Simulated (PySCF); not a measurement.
**InB⁺ with other numerical set-ups**

Aim: see how much the energy and properties of InB⁺ depend on the numerical set-up.

Computed with PySCF 2.14.0. Level: method and basis as typed in the scripts.

4 further runs of the same task are left out: 2 for a known fault of the program, 2 that didn't finish.

### Step 1. The starting structure

InB⁺: 2 atoms, charge 1, spin multiplicity 2.

Bond lengths: In1–B2 2.190 Å.

### Step 2. Base script

input.py

```python
from pyscf import gto, scf

mol = gto.M(
    atom='In 0 0 0; B 0 0 2.19',
    basis='def2-svp',
    ecp={'In': 'def2-svp'},
    charge=1,
    spin=1,
    verbose=4,
)
mf = scf.ROHF(mol)
mf.kernel()
mf.mulliken_pop()
mf.dip_moment()
print('orbital energies (hartree):', mf.mo_energy[..., max(0, mol.nelec[1]-3):mol.nelec[0]+3].round(4))
```

Launch:

```console
$ OMP_NUM_THREADS=1 python input.py
```

Its log is not repeated here.

In short: E(SCF) = -213.475153 Eh, 12 cycles.

The bond length is a typed value, not an optimised one. The dipole of an ion depends on the origin.

### Step 3. Def2-svpd

Edit 1 changes basis set: def2-svp → def2-svpd.

input.py

```python
from pyscf import gto, scf

mol = gto.M(
    atom='In 0 0 0; B 0 0 2.19',
    basis='def2-svpd',
    ecp={'In': 'def2-svpd'},
    charge=1,
    spin=1,
    verbose=4,
)
mf = scf.ROHF(mol)
mf.kernel()
mf.mulliken_pop()
mf.dip_moment()
print('orbital energies (hartree):', mf.mo_energy[..., max(0, mol.nelec[1]-3):mol.nelec[0]+3].round(4))
```

Launch:

```console
$ OMP_NUM_THREADS=1 python input.py
```

### Step 4. X2c-svpall (core potential off, X2C on)

Edit 2 changes basis set: def2-svp → x2c-svpall; core potential: on → off; spin-free X2C: off → on. The core potential changes with it: totals don't compare.

input.py

```python
from pyscf import gto, scf

mol = gto.M(
    atom='In 0 0 0; B 0 0 2.19',
    basis='x2c-svpall',
    charge=1,
    spin=1,
    verbose=4,
)
mf = scf.ROHF(mol)
mf = mf.sfx2c1e()
mf.kernel()
mf.analyze()
print('orbital energies (hartree):', mf.mo_energy[..., max(0, mol.nelec[1]-3):mol.nelec[0]+3].round(4))
```

### Step 5. Cartesian functions on

Edit 3 changes Cartesian functions: off → on.

Changes to input.py since step 2:

```diff
@@ -8,2 +8,3 @@
     spin=1,
+    cart=True,
     verbose=4,
```

**Question.** What will these runs give? Wanted: for each run, E(SCF); from base.

The runs gave:

```csv
run,E(SCF) (hartree),from base (eV),cycles,functions
base,-213.475153,0,12,40
def2-svpd,-213.476221,-0.0291,12,52
"x2c-svpall (core potential off, X2C on)",-5902.002196,not comparable,11,50
Cartesian functions on,-213.478640,-0.0949,12,43
```

In words: The largest comparable shift of the SCF energy, -0.095 eV, comes with the run “Cartesian functions on”. def2-svpd (52 functions) gives an energy 0.03 eV lower than def2-svp (40).
